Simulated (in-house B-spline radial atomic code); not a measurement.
# S⁵⁺: excited configurations in jj coupling

Wanted: excitation energies of S⁵⁺ as differences of total energies (ΔSCF).

Program: in-house B-spline radial atomic code version 1. Level of theory: Dirac-Hartree-Fock, average of configuration, Fermi nucleus, basis-set limit. These are calculated values, not measurements, unless marked.

### 1 What is computed

```
element       : sulfur (Z = 16)
charge        : +5
electrons     : 11
configuration : 1s2 2s2 2p6 3s1
Hamiltonian   : Dirac-Coulomb
nucleus       : Fermi, rms radius 3.261 fm
```

Settings, as recorded:

```ini
Z = 16
electrons = 11.0
configuration = 1s2 2s2 2p6 3s1
hamiltonian = dirac
method = hf
spin_polarised = False
nucleus = fermi
rms_radius = 3.2611
mass_number = 32
atomic_mass = 31.97207117354
speed_of_light = 137.035999084
```

From the earlier run of the reference: total energy -391.888015 hartree. Levels, eight at most:

| orbital | occupation | energy (eV) | <r> (bohr) |
| --- | --- | --- | --- |
| 1s1/2 | 2 | -2595.50 | 0.09670 |
| 2s1/2 | 2 | -325.66 | 0.4715 |
| 2p1/2 | 2 | -262.26 | 0.4355 |
| 2p3/2 | 4 | -260.92 | 0.4376 |
| 3s1/2 | 1 | -87.620 | 1.425 |

### 2 Run with 1s2 2s2 2p6 5g+1

In configurations, a minus sign after the shell means j = l − 1/2 and a plus sign j = l + 1/2; the count of electrons follows.

Settings, as recorded:

```ini
Z = 16
electrons = 11.0
configuration = 1s2 2s2 2p6 5g+1
hamiltonian = dirac
method = hf
spin_polarised = False
nucleus = fermi
rms_radius = 3.2611
mass_number = 32
atomic_mass = 31.97207117354
speed_of_light = 137.035999084
```

### 3 1s2 2s1 2p6 3s1 4p-1

Changes to the settings of step 2:

```diff
@@ -2,3 +2,3 @@
 electrons = 11.0
-configuration = 1s2 2s2 2p6 5g+1
+configuration = 1s2 2s1 2p6 3s1 4p-1
 hamiltonian = dirac
```

### 4 Run with 1s2 2s2 2p-1 2p+4 3s1 3d+1

Changes to the settings of step 3:

```diff
@@ -2,3 +2,3 @@
 electrons = 11.0
-configuration = 1s2 2s1 2p6 3s1 4p-1
+configuration = 1s2 2s2 2p-1 2p+4 3s1 3d+1
 hamiltonian = dirac
```

### 5 Configuration 1s2 2s2 2p-2 2p+3 3s1 7s1

Changes to the settings of step 4:

```diff
@@ -2,3 +2,3 @@
 electrons = 11.0
-configuration = 1s2 2s2 2p-1 2p+4 3s1 3d+1
+configuration = 1s2 2s2 2p-2 2p+3 3s1 7s1
 hamiltonian = dirac
```

### 6 Configuration 1s2 2s2 2p6 6g-1

Changes to the settings of step 5:

```diff
@@ -2,3 +2,3 @@
 electrons = 11.0
-configuration = 1s2 2s2 2p-2 2p+3 3s1 7s1
+configuration = 1s2 2s2 2p6 6g-1
 hamiltonian = dirac
```

### 7 1s2 2s2 2p-2 2p+3 3s1 4p+1

Changes to the settings of step 6:

```diff
@@ -2,3 +2,3 @@
 electrons = 11.0
-configuration = 1s2 2s2 2p6 6g-1
+configuration = 1s2 2s2 2p-2 2p+3 3s1 4p+1
 hamiltonian = dirac
```

### 8 Configuration 1s2 2s2 2p6 7s1

Changes to the settings of step 7:

```diff
@@ -2,3 +2,3 @@
 electrons = 11.0
-configuration = 1s2 2s2 2p-2 2p+3 3s1 4p+1
+configuration = 1s2 2s2 2p6 7s1
 hamiltonian = dirac
```

Q: How far above the reference does each configuration lie (order and size, in eV)?

As calculated:

| net move | configuration | energy above the reference (eV) | with Breit, QED, recoil (eV) | largest <r> (bohr) |
| --- | --- | --- | --- | --- |
| 3s → 5g9/2 | 1s2 2s2 2p6 5g+1 | 67.992 | 67.972 | 4.58 |
| 3s → 6g7/2 | 1s2 2s2 2p6 6g-1 | 73.978 | 73.958 | 7.33 |
| 3s → 7s | 1s2 2s2 2p6 7s1 | 75.583 | 75.564 | 10.2 |
| 2p1/2 → 3d5/2 | 1s2 2s2 2p-1 2p+4 3s1 3d+1 | 197.20 | 197.08 | 1.48 |
| 2p3/2 → 4p3/2 | 1s2 2s2 2p-2 2p+3 3s1 4p+1 | 217.65 | 217.59 | 2.98 |
| 2p3/2 → 7s | 1s2 2s2 2p-2 2p+3 3s1 7s1 | 244.87 | 244.80 | 10.0 |
| 2s → 4p1/2 | 1s2 2s1 2p6 3s1 4p-1 | 282.40 | 282.26 | 2.97 |

**Reading.** The energies run from 67.992 eV (3s → 5g9/2) to 282.40 eV (2s → 4p1/2). 4 of them lie more than 2 % above the ionisation threshold that Koopmans' theorem gives (87.620 eV), where such states can decay by emitting an electron. Two partly filled shells share a symmetry and can mix in the average, which may lower the energy, for: 2p3/2 → 4p3/2; 2p3/2 → 7s; 2s → 4p1/2. These are averages over configurations, without correlation, not spectroscopic levels.
